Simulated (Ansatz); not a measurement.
# H6C2O: the cost of one run

Method: DFT r2SCAN+D3(BJ), plane waves, PAW, scalar-relativistic, no spin polarisation, in Ansatz 0.2.0.

### Step 1. The structure to begin with

The cell holds 36 atoms (C8H24O4): a = 7.529 Å, b = 7.529 Å, c = 7.529 Å, α = 90.00°, β = 90.00°, γ = 90.00°.

The coordinates stand in the first input below.

### Step 2. Relaxing the start

input.yaml

```yaml
accuracy: low
crystal:
  lattice:
    - [7.529072, 0.0, 0.0]
    - [0.0, 7.529072, 0.0]
    - [0.0, 0.0, 7.529072]
  atoms:
    - { symbol: C, position: [0.3716303, 0.0157255, 0.8306115] }
    - { symbol: C, position: [0.5312342, 0.1374859, 0.8254358] }
    - { symbol: O, position: [0.4668623, 0.3123549, 0.7909188] }
    - { symbol: H, position: [0.5686279, 0.3915674, 0.7873611] }
    - { symbol: H, position: [0.602572, 0.1323033, 0.9527212] }
    - { symbol: H, position: [0.6239334, 0.0944597, 0.7211614] }
    - { symbol: H, position: [0.4123934, -0.1211786, 0.8567459] }
    - { symbol: H, position: [0.2802912, 0.0580264, 0.9349877] }
    - { symbol: H, position: [0.3016272, 0.0202277, 0.7037025] }
    - { symbol: C, position: [0.8559453, 0.2176066, 0.2881857] }
    - { symbol: C, position: [0.7798989, 0.1970708, 0.4729045] }
    - { symbol: O, position: [0.9212651, 0.1397367, 0.5853443] }
    - { symbol: H, position: [0.873556, 0.1261809, 0.7044392] }
    - { symbol: H, position: [0.7248052, 0.3241789, 0.5190099] }
    - { symbol: H, position: [0.67116, 0.0996414, 0.4719622] }
    - { symbol: H, position: [0.7534925, 0.2615797, 0.1951418] }
    - { symbol: H, position: [0.9631551, 0.3152365, 0.2892148] }
    - { symbol: H, position: [0.9095735, 0.0909653, 0.2422229] }
    - { symbol: C, position: [1.0757688, 0.6367223, 0.5111196] }
    - { symbol: C, position: [0.9083514, 0.7472088, 0.5016334] }
    - { symbol: O, position: [0.7618967, 0.6270247, 0.5062312] }
    - { symbol: H, position: [0.6536431, 0.6969401, 0.5001881] }
    - { symbol: H, position: [0.9030763, 0.8402436, 0.6140354] }
    - { symbol: H, position: [0.9071708, 0.8262581, 0.3788843] }
    - { symbol: H, position: [1.1935113, 0.7216638, 0.5081179] }
    - { symbol: H, position: [1.077192, 0.5591818, 0.6336432] }
    - { symbol: H, position: [1.0812816, 0.5452129, 0.398771] }
    - { symbol: C, position: [0.197969, 0.5004096, 0.1186521] }
    - { symbol: C, position: [0.0159145, 0.582626, 0.0980983] }
    - { symbol: O, position: [-0.0706482, 0.4916511, -0.043834] }
    - { symbol: H, position: [-0.1878546, 0.5436664, -0.0579967] }
    - { symbol: H, position: [-0.0595781, 0.569323, 0.2223618] }
    - { symbol: H, position: [0.0281225, 0.7251757, 0.0689769] }
    - { symbol: H, position: [0.2714773, 0.5647739, 0.2260817] }
    - { symbol: H, position: [0.1855124, 0.3590931, 0.1486699] }
    - { symbol: H, position: [0.273109, 0.5147609, -0.0045331] }
basis:
  ecutwfc: 500.0
kpoints:
  mp_grid: { grid: [1, 1, 1] }
hamiltonian:
  xc: r2scan
  dispersion: d3bj
scf:
  occupations: { method: fermi_dirac, width: 0.05 }
  lower_state_search: "off"
relax:
  f_tol: 0.3
  max_steps: 15
  adjacent_minimum: "off"
```

Launch:

```
> ansatz run input.yaml --threads 1 --pin off --max-ram 3072MiB --backend cpu --events-out ev --progress --plain --runs-dir out
```

What time and memory should one allow on 1 thread of Arm Neoverse V1, shared host?

About 4.5 min, with a peak of 0.83 GiB.
